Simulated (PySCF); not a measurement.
# CH8N2SeSi2: the cost of one run

Programs: PySCF 2.14.0, with routines of our own; each step states its level. All values are computed. Atoms count from 0.

## 1. The starting structure

14 atoms, charge 0, multiplicity 1; geometry from: GFN2-xTB.

## 2. Geometry optimisation at PBE0-D3(BJ)/def2-SVP

Job settings and geometry (Å):

```
{"job": {"xc": "PBE0", "basis": "def2-SVP", "d3": "d3bj", "grid": 1, "maxiter": 30, "shake": 0.01, "kind": "geom"}, "charge": 0, "multiplicity": 1}
C     -2.716920    -0.327000     0.194330
N     -1.559350     0.089250     0.256250
Si    -0.382530     0.638410    -0.857410
Se     0.077990     2.791690    -0.089010
Si     1.453150    -0.759860    -0.561860
N      1.831970    -0.636150     1.119490
H     -3.307280    -0.375650    -0.732720
H     -3.233810    -0.596550     1.095930
H     -0.798940     0.908560    -2.208900
H      1.146250     2.410770     0.754260
H      1.134900    -2.106830    -1.042420
H      2.675100    -0.297460    -1.223840
H      1.056910    -0.624930     1.785050
H      2.615410    -1.129330     1.503090
```

The run is started by

```sh
$ OMP_NUM_THREADS=1 python heavy_run.py task.json out
```

This one command runs all jobs of the session in turn.

Q: Estimate the wall time and peak memory of this first job on 1 thread of AMD EPYC 9R45, shared host.

About 74 s, with a peak of 0.6 GiB.
